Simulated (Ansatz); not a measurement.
**BH₄ISi: basis-set convergence**

Aim: see how fast density functionals converge with the basis set for BH₄ISi.

The runs use Ansatz 0.2.0, Gaussian basis; one geometry, several basis sets.

The runs, in order: PBE0-D4/def2-SVP; ωB97M-V/def2-SVP; PBE0-D4/def2-QZVPP; ωB97M-V/def2-QZVPP; the functionals' def2-TZVPP values are taken from earlier runs.

**1. The geometry**

All runs share one geometry, relaxed beforehand with PBE0-D4 in a triple-zeta def2 set. I takes the def2 core potential; no spin-orbit term is included.

SMILES `[SiH3]BI`, 7 atoms, charge 0, spin multiplicity 1.

Atoms are counted from 1 here; the program's logs count them from 0.

Bond lengths: Si1–B2 2.009 Å, Si1–H4 1.489 Å, Si1–H5 1.489 Å, Si1–H6 1.488 Å, B2–I3 2.109 Å, B2–H7 1.191 Å. Angles: B2–Si1–H4 109.2°, B2–Si1–H5 108.7°, B2–Si1–H6 113.1°, H4–Si1–H5 108.2°, H4–Si1–H6 108.8°, H5–Si1–H6 108.7°, Si1–B2–I3 118.2°, Si1–B2–H7 127.0°, I3–B2–H7 114.8°.

**2. PBE0-D4 in def2-SVP**

The input, in.yaml:

```yaml
crystal:
  periodic: [false, false, false]
  atoms:
    - {symbol: Si, position_ang: [-0.704693, 0.490888, -0.213454]}
    - {symbol: B, position_ang: [0.848071, -0.530635, 0.549821]}
    - {symbol: I, position_ang: [1.991086, -1.728200, -0.756793]}
    - {symbol: H, position_ang: [-1.637749, -0.461427, -0.876121]}
    - {symbol: H, position_ang: [-0.193987, 1.436124, -1.244891]}
    - {symbol: H, position_ang: [-1.455482, 1.263636, 0.812669]}
    - {symbol: H, position_ang: [1.214155, -0.538387, 1.683068]}
basis:
  gaussian: {orbitals: def2-SVP}
hamiltonian: {xc: pbe0, dispersion: d4}
output: {orbitals: {seedname: orbitals}}
```

Run with:

```console
> ansatz run in.yaml --threads 2 --pin off --events-out ev --progress --plain --max-ram 4352MiB
```

Further steps of the session: ωB97M-V in def2-SVP; PBE0-D4 in def2-QZVPP; ωB97M-V in def2-QZVPP.

**Question.** What will the summary of the whole plan be? Wanted: PBE0-D4: double and triple zeta above quadruple; ωB97M-V: double and triple zeta above quadruple.

**Answer**, as computed:

| quantity | value |
| --- | --- |
| PBE0-D4: double and triple zeta above quadruple | 4.10, 0.34 eV |
| ωB97M-V: double and triple zeta above quadruple | 4.21, 0.32 eV |

**Reading.** PBE0-D4 gains 3.76 eV from double to triple zeta, then 0.34 eV more. These are total energies; as a rule much of such shifts cancels in differences, which this series doesn't test.
